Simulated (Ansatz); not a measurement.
# CH₃AlF₂Si: basis-set convergence

An exercise on one series of results from a longer session: the logs are not shown, and one member is left open.

Computed with Ansatz 0.2.0, Gaussian basis. Level: one geometry, several basis sets.

Plan: PBE0-D4/def2-SVP; ωB97M-V/def2-SVP; PBE0-D4/def2-QZVPP; ωB97M-V/def2-QZVPP; the functionals' def2-TZVPP values are taken from earlier runs.

## Structure used throughout

An earlier PBE0-D4 in a triple-zeta def2 set relaxation fixed the geometry.

SMILES `F[Si]1(F)[CH2][AlH]1`, 8 atoms, charge 0, spin multiplicity 1.

Atoms are counted from 1 here; the program's logs count them from 0.

Bond lengths: F1–Si2 1.597 Å, Si2–F3 1.594 Å, Si2–C4 1.856 Å, Si2–Al5 2.326 Å, C4–Al5 1.982 Å, C4–H6 1.090 Å, C4–H7 1.110 Å, Al5–H8 1.583 Å. Angles: F1–Si2–F3 105.2°, F1–Si2–C4 113.0°, F1–Si2–Al5 117.6°, F3–Si2–C4 118.1°, F3–Si2–Al5 135.7°, C4–Si2–Al5 55.2°, Si2–C4–Al5 74.5°, Si2–C4–H6 128.6°, Si2–C4–H7 104.0°, Al5–C4–H6 135.5°, Al5–C4–H7 97.9°, H6–C4–H7 109.0°, Si2–Al5–C4 50.3°, Si2–Al5–H8 168.5°, C4–Al5–H8 140.6°.

Geometry (Å):

```
F     0.51247   -1.27979    1.91287
Si    0.62081   -0.87983    0.37025
F     2.07307   -1.35394   -0.08415
C     0.13296    0.88094    0.04177
Al   -1.33026   -0.22271   -0.71306
H     0.19335    1.73897    0.71089
H     0.64549    1.12848   -0.91116
H    -2.75578   -0.06931   -1.38322
```

Set-up of the first run:

File in.yaml:

```yaml
crystal:
  periodic: [false, false, false]
  atoms:
    - {symbol: F, position_ang: [0.512466, -1.279793, 1.912870]}
    - {symbol: Si, position_ang: [0.620811, -0.879828, 0.370246]}
    - {symbol: F, position_ang: [2.073067, -1.353945, -0.084150]}
    - {symbol: C, position_ang: [0.132956, 0.880935, 0.041775]}
    - {symbol: Al, position_ang: [-1.330260, -0.222712, -0.713060]}
    - {symbol: H, position_ang: [0.193347, 1.738971, 0.710892]}
    - {symbol: H, position_ang: [0.645489, 1.128480, -0.911157]}
    - {symbol: H, position_ang: [-2.755776, -0.069307, -1.383216]}
basis:
  gaussian: {orbitals: def2-SVP}
hamiltonian: {xc: pbe0, dispersion: d4}
output: {orbitals: {seedname: orbitals}}
```

Launch:

```sh
ansatz run in.yaml --threads 2 --pin off --events-out ev --progress --plain --max-ram 4352MiB
```

Steps of the session up to this table: PBE0-D4 in def2-SVP; ωB97M-V in def2-SVP; PBE0-D4 in def2-QZVPP; ωB97M-V in def2-QZVPP.

One of the session's tables, all rows but one given; the rest of the session is left out.

| functional | basis | HOMO (eV) | LUMO (eV) |
| --- | --- | --- | --- |
| PBE0-D4 | def2-SVP | ? | ? |
| PBE0-D4 | def2-TZVPP | -6.53 | -2.19 |
| PBE0-D4 | def2-QZVPP | -6.55 | -2.21 |
| ωB97M-V | def2-SVP | -8.45 | -0.40 |
| ωB97M-V | def2-TZVPP | -8.50 | -0.48 |
| ωB97M-V | def2-QZVPP | -8.53 | -0.58 |

Estimate the missing values for PBE0-D4, def2-SVP.

**Answer.** HOMO (eV): -6.51; LUMO (eV): -2.17. In the column «HOMO (eV)» it is the highest.
